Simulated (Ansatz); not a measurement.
# Zn3S2O: the cost of one run

Computed with Ansatz 0.2.0 (DFT PBE, scalar-relativistic, plane waves, PAW, unless a step names another level, unless a step's input says otherwise).

1 further run of the same task is left out (it didn't finish). Runs told in other sessions of the task aren't counted.

## Step 1: The system as given

Symmetry: I-4m2, No. 119, tetragonal system. The conventional cell has a = 3.687 Å, b = 3.687 Å, c = 15.160 Å, α = 90.00°, β = 90.00°, γ = 90.00°. Zn (site symmetry 2mm) is surrounded by 2 O at 2.08 Å and 2 S at 2.32 Å. Zn (site symmetry -4m2) has 4 S at 2.33 Å in its first shell of neighbours. S (site symmetry 2mm) has 4 Zn at 2.32 to 2.33 Å in its first shell of neighbours. Around O (site symmetry -4m2) lie 4 Zn at 2.08 Å.

Structure file:

```
CELL_PARAMETERS angstrom
-1.84371 1.84371 7.57981
1.84371 -1.84371 7.57981
1.84371 1.84371 -7.57981
ATOMIC_POSITIONS crystal
Zn 0.68669 0.68669 0.00000
Zn 0.31331 0.31331 0.00000
Zn 0.00000 0.00000 0.00000
S 0.40650 0.90650 0.50000
S 0.09350 0.59350 0.50000
O 0.75000 0.25000 0.50000
```

It is the end of an earlier relaxation with the same method, from a generated guess; it is a trial structure. At a tolerance of 0.02 Å it has space group I-4m2 (No. 119); it has 17.18 Å³/atom, an uncorrected energy of -0.94 eV/atom over the elements and, on its mesh, gap 1.11 eV.

## Step 2: Band edges anywhere in the zone

input.yaml reads:

```yaml
crystal:
  lattice:
    - [-1.843709, 1.843709, 7.5798089]
    - [1.843709, -1.843709, 7.5798089]
    - [1.843709, 1.843709, -7.5798089]
  atoms:
    - { symbol: Zn, position: [0.686691, 0.686691, 0.0] }
    - { symbol: Zn, position: [0.313309, 0.313309, 0.0] }
    - { symbol: Zn, position: [0.0, 0.0, 0.0] }
    - { symbol: S, position: [0.406498, 0.906498, 0.5] }
    - { symbol: S, position: [0.093502, 0.593502, 0.5] }
    - { symbol: O, position: [0.75, 0.25, 0.5] }
basis:
  ecutwfc: 420
kpoints:
  mp_grid: { grid: [10, 10, 10] }
  band_path: { path: [VBM, CBM], npoints: 2 }
hamiltonian:
  xc: pbe
scf:
  occupations: { method: gaussian, width: 0.02 }
output:
  forces: false
  stress: false
  eigenvalues: true
checkpoint:
  read: start.run
  write: ck
  compress: false
  write_wavefunctions: false
  write_every: 100000
```

Started as:

```bash
$ ansatz run input.yaml --threads 4 --pin off --max-ram 8192MiB --backend cpu --events-out ev --progress --plain --runs-dir out
```

**Question.** How long does this run take on 4 threads of Arm Neoverse V2, shared host, and how much memory does it need?

About 14 s, with a peak of 0.54 GiB.
